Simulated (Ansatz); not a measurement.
**GeF2 (SMILES [F][Ge][F]): levels of theory compared**

Aim: a comparison of 4 runs (UB3LYP/STO-3G, r2SCAN/STO-3G, MP2/STO-3G, CCSD/STO-3G) of GeF2. 

The results are computed with Ansatz 0.2.0.

50 further runs of the same task are left out: 17 that didn't finish, 33 set aside as unsound or not needed.

### 1 The structure to begin with

The species is GeF2 (3 atoms), meant as a singlet with charge 0. As SMILES, `[F][Ge][F]`. The F3–Ge1 distance was set to 3.596 Å, away from the relaxed value. At this shape a bond of the SMILES string is far longer than usual.

Bond lengths: Ge1–F2 1.800 Å.

### 2 The energy at UB3LYP/STO-3G (run 1)

Contents of job.yaml:

```yaml
crystal:
  periodic: [false, false, false]
  atoms:
    - {symbol: Ge, position_ang: [1.334328, -0.042510, -2.021887]}
    - {symbol: F, position_ang: [2.650638, -0.053340, -0.794407]}
    - {symbol: F, position_ang: [-1.325320, 0.026670, 0.397200]}
basis:
  gaussian: {orbitals: STO-3G}
magnetization: {spin_polarized: true, initial_magnetization: 0}
hamiltonian: {xc: {name: B3LYP}}
accuracy: high
```

Command:

```
$ ansatz run job.yaml --threads 1 --pin off --max-ram 2610MiB --events-out events.jsonl --progress --plain --runs-dir runs
```

What it wrote:

```text
Warning: RAYON_NUM_THREADS=1 ignored (pool sized by the plan → 1); use --threads N
Functional definition: B3LYP
  name "B3LYP"
  parameter a0 = 0.2
  parameter ax = 0.72
  parameter ac = 0.81
  exchange = (1 - a0 - ax)*slater_x + ax*b88_x + a0*exact_x
  correlation = (1 - ac)*vwn_rpa_c + ac*lyp_c
376 factors; integrals over basis functions are off by at most 4.0e-8 eV
mean field evaluation 1: about -61106.1315 eV, gradient 1.3e2 eV
mean field evaluation 2: about -60853.5137 eV, gradient 6.9e0 eV
mean field evaluation 4: about -60800.4695 eV, gradient 1.0e2 eV
mean field evaluation 8: about -61212.4505 eV, gradient 2.8e0 eV
mean field evaluation 16: about -61214.3830 eV, gradient 1.9e-1 eV
mean field evaluation 32: about -60853.5172 eV, gradient 7.3e0 eV
mean field evaluation 64: about -61214.3228 eV, gradient 5.0e-2 eV
mean field evaluation 96: about -61214.3712 eV, gradient 1.4e-1 eV
mean field -61214.38584800 eV, -2249.5871873128 hartree, gradient 3.0e-8 eV, S^2 0.954435; 9 other end points of the search recorded, 0 dependent functions left out
reference -61214.38587099 eV, -2249.5871881580 hartree; 25, 25 occupied and 3, 3 virtual orbitals, 376 factors
Total energy: -61214.38587099 eV, -2249.5871881580 hartree
```

Run time: 26 s. Hardware: 1 thread of Arm Neoverse V1, shared host; peak memory 0.14 GiB.

### 3 The energy at r2SCAN/STO-3G (run 2)

Contents of molecule.yaml:

```yaml
crystal:
  periodic: [false, false, false]
  atoms:
    - symbol: Ge
      position_ang: [1.334328, -0.042510, -2.021887]
    - symbol: F
      position_ang: [2.650638, -0.053340, -0.794407]
    - symbol: F
      position_ang: [-1.325320, 0.026670, 0.397200]
basis:
  gaussian:
    orbitals: STO-3G
accuracy: high
hamiltonian:
  xc: {name: r2SCAN}
```

Command:

```
$ ansatz run molecule.yaml --threads 1 --pin off --max-ram 2610MiB --events-out events.jsonl --progress --plain --runs-dir runs
```

What it wrote (excerpt; [...] marks lines left out):

```text
Warning: RAYON_NUM_THREADS=1 ignored (pool sized by the plan → 1); use --threads N
Functional definition: r2SCAN
  name "r2SCAN"
[...]
376 factors; integrals over basis functions are off by at most 4.0e-8 eV
[...]
mean field -61214.79620377 eV, -2249.6022676096 hartree, gradient 1.7e-8 eV, S^2 0.000000; 10 other end points of the search recorded, 0 dependent functions left out
reference -61214.79620403 eV, -2249.6022676190 hartree; 25, 25 occupied and 3, 3 virtual orbitals, 376 factors
Total energy: -61214.79620403 eV, -2249.6022676190 hartree
```

Wall time 21 s (1 thread of Arm Neoverse V1, shared host); peak memory 0.13 GiB.

Run 3 isn't shown in full; the table further down has it.

### 4 The energy at CCSD/STO-3G (run 4)

Contents of run.yaml:

```yaml
crystal:
  periodic: [false, false, false]
  atoms:
    - {symbol: Ge, position_ang: [1.334328, -0.042510, -2.021887]}
    - {symbol: F, position_ang: [2.650638, -0.053340, -0.794407]}
    - {symbol: F, position_ang: [-1.325320, 0.026670, 0.397200]}
basis:
  gaussian: {orbitals: STO-3G}
correlation: {method: ccsd, frozen_orbitals: {F: 1, Ge: 9}}
accuracy: high
scf: {omitted_lower_state_checks: [cluster_reference, increment]}
```

Command:

```
$ ansatz run run.yaml --threads 1 --pin off --max-ram 2610MiB --events-out events.jsonl --progress --plain --runs-dir runs
```

What it wrote:

```text
Warning: RAYON_NUM_THREADS=1 ignored (pool sized by the plan → 1); use --threads N
[... 15 lines left out ...]
11 core orbitals not correlated: weight in the atoms' cores, before any rotation towards them, 1.000 or more for the frozen orbitals, at most 0.000 for the correlated occupied ones
[... 51 lines left out ...]
WARN: these amplitudes may be one of several solutions (largest doubles amplitude 0.99, level shift 15.41 eV)
Total energy: -61164.50131017 eV, -2247.7539643607 hartree
Checks for a lower state left out: cluster_reference, increment
```

Wall time 0.85 s (1 thread of Arm Neoverse V1, shared host).

### 5 Overview of the runs

```
run          level  frozen core orbitals   energy (Eh)  wall time
  1  UB3LYP/STO-3G                     –  -2249.587188       26 s
  2  r2SCAN/STO-3G                     –  -2249.602268       21 s
  3     MP2/STO-3G                    11  -2247.702976      1.1 s
  4    CCSD/STO-3G                    11  -2247.753964     0.85 s
```

### 6 Results

```
                                           quantity           value
                                run 4: total energy  -2247.75396 Eh
run 4: correlation energy (11 core orbitals frozen)      -283.0 mEh
                               run 4: T1 diagnostic           0.060
```

In words: Totals of different functionals can't be ranked against each other. In run 4 the T1 diagnostic is large, so a single reference may not serve. In runs 3, 4 the log says that unrestricted orbitals would lower the reference, so the values rest on an unstable closed-shell determinant (other closed-shell runs at this shape may share the fault). In runs 1, 2, 3, 4 the basis is minimal, so the values are rough. In runs 2, 3, 4 a closed-shell determinant meets a far-stretched bond, which it describes badly. Spin contamination of the reference: run 1 ⟨S²⟩ = 0.95. Where it is this large, the reference is a mixture of spin states, and values that rest on it are in doubt. All runs together took 50 s, the longest 26 s.
